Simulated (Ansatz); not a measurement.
# MnC6: the cost of one run

Program: Ansatz 0.2.0. Level of theory: DFT PBE, scalar-relativistic, plane waves, PAW, unless a step names another level. These are calculated values, not measurements.

6 further runs of the same task are left out: 5 that didn't finish, 1 set aside as unsound or not needed. Runs told in other sessions of the task aren't counted.

## (1) The system as given

The structure is hexagonal, space group P6/mmm (No. 191). Conventional cell: a = 4.348 Å, b = 4.348 Å, c = 7.906 Å, α = 90.00°, β = 90.00°, γ = 120.00°. Around Mn (site symmetry -6m2) lie 12 C at 2.41 Å and 3 Mn at 2.51 Å. C (site symmetry m) is surrounded by 3 C at 1.45 Å.

As a file:

```cif
data_structure
_symmetry_space_group_name_H-M 'P 1'
_symmetry_Int_Tables_number 1
_cell_length_a 4.3475
_cell_length_b 4.3475
_cell_length_c 7.9061
_cell_angle_alpha 90.000
_cell_angle_beta 90.000
_cell_angle_gamma 120.000
_cell_volume 129.41
loop_
_atom_site_label
_atom_site_type_symbol
_atom_site_fract_x
_atom_site_fract_y
_atom_site_fract_z
_atom_site_occupancy
Mn1 Mn 0.33333 0.66667 0.00000 1
Mn2 Mn 0.66667 0.33333 0.00000 1
C1 C 0.66708 0.00000 0.24369 1
C2 C 0.66708 0.66708 0.24369 1
C3 C 0.00000 0.66708 0.24369 1
C4 C 0.33292 0.00000 0.24369 1
C5 C 0.33292 0.33292 0.24369 1
C6 C 0.00000 0.33292 0.24369 1
C7 C 0.66708 0.00000 0.75631 1
C8 C 0.66708 0.66708 0.75631 1
C9 C 0.00000 0.66708 0.75631 1
C10 C 0.33292 0.00000 0.75631 1
C11 C 0.33292 0.33292 0.75631 1
C12 C 0.00000 0.33292 0.75631 1
```

It came out lowest among 20 distinct ends of the trial cells. At a tolerance of 0.05 Å it has space group P6/mmm (No. 191). Site moments: 3.0 3.0 0.0 0.0 0.0 0.0 0.0 0.0 0.0 0.0 0.0 0.0 0.0 0.0 μB.

## (2) Bands, states and charges

input.yaml

```yaml
crystal:
  lattice:
    - [4.3475392484, 0.0, 0.0]
    - [-2.1737696242, 3.7650794331, 0.0]
    - [0.0, 0.0, 7.9060985883]
  atoms:
    - { symbol: Mn, position: [0.3333333333, 0.6666666667, 0.0], spin: 3.26 }
    - { symbol: Mn, position: [0.6666666667, 0.3333333333, 0.0], spin: 3.26 }
    - { symbol: C, position: [0.6670819385, 0.0, 0.2436919545] }
    - { symbol: C, position: [0.6670819385, 0.6670819385, 0.2436919545] }
    - { symbol: C, position: [0.0, 0.6670819385, 0.2436919545] }
    - { symbol: C, position: [0.3329180615, 0.0, 0.2436919545] }
    - { symbol: C, position: [0.3329180615, 0.3329180615, 0.2436919545] }
    - { symbol: C, position: [0.0, 0.3329180615, 0.2436919545] }
    - { symbol: C, position: [0.6670819385, 0.0, 0.7563080455] }
    - { symbol: C, position: [0.6670819385, 0.6670819385, 0.7563080455] }
    - { symbol: C, position: [0.0, 0.6670819385, 0.7563080455] }
    - { symbol: C, position: [0.3329180615, 0.0, 0.7563080455] }
    - { symbol: C, position: [0.3329180615, 0.3329180615, 0.7563080455] }
    - { symbol: C, position: [0.0, 0.3329180615, 0.7563080455] }
basis:
  ecutwfc: 420
kpoints:
  mp_grid: { grid: [12, 12, 4] }
  band_path:
    path:
      - [[0.0, 0.0, 0.0], [0.5, 0.0, 0.0], [0.33333333, 0.33333333, 0.0], [0.0, 0.0, 0.0], [0.0, 0.0, 0.5], [0.5, 0.0, 0.5], [0.33333333, 0.33333333, 0.5], [0.0, 0.0, 0.5]]
      - [[0.5, 0.0, 0.5], [0.5, 0.0, 0.0]]
      - [[0.33333333, 0.33333333, 0.5], [0.33333333, 0.33333333, 0.0]]
    npoints: 10
hamiltonian:
  xc: pbe
scf:
  occupations: { method: gaussian, width: 0.1 }
  n_extra_bands: 35
output:
  forces: true
  stress: true
  eigenvalues: true
  populations: true
  dos: { projected: true, de: 0.02, nscf_kmesh: { grid: [15, 15, 5] } }
  bader: false
  write_density: true
  write_potential: true
  elf: true
  volumetric_format: npy
magnetization:
  spin_polarized: true
checkpoint:
  read: start.run
  write: ck
  compress: false
  write_wavefunctions: false
  write_every: 100000
```

The run is started by

```console
> ansatz run input.yaml --threads 1 --pin off --max-ram 2560MiB --backend cpu --events-out ev --progress --plain --runs-dir out
```

**Question.** How long does this run take on 1 thread of Intel Xeon Platinum 8375C at 2.90GHz (Ice Lake), shared host, and how much memory does it need?

About 2.8 min, with a peak of 1 GiB.
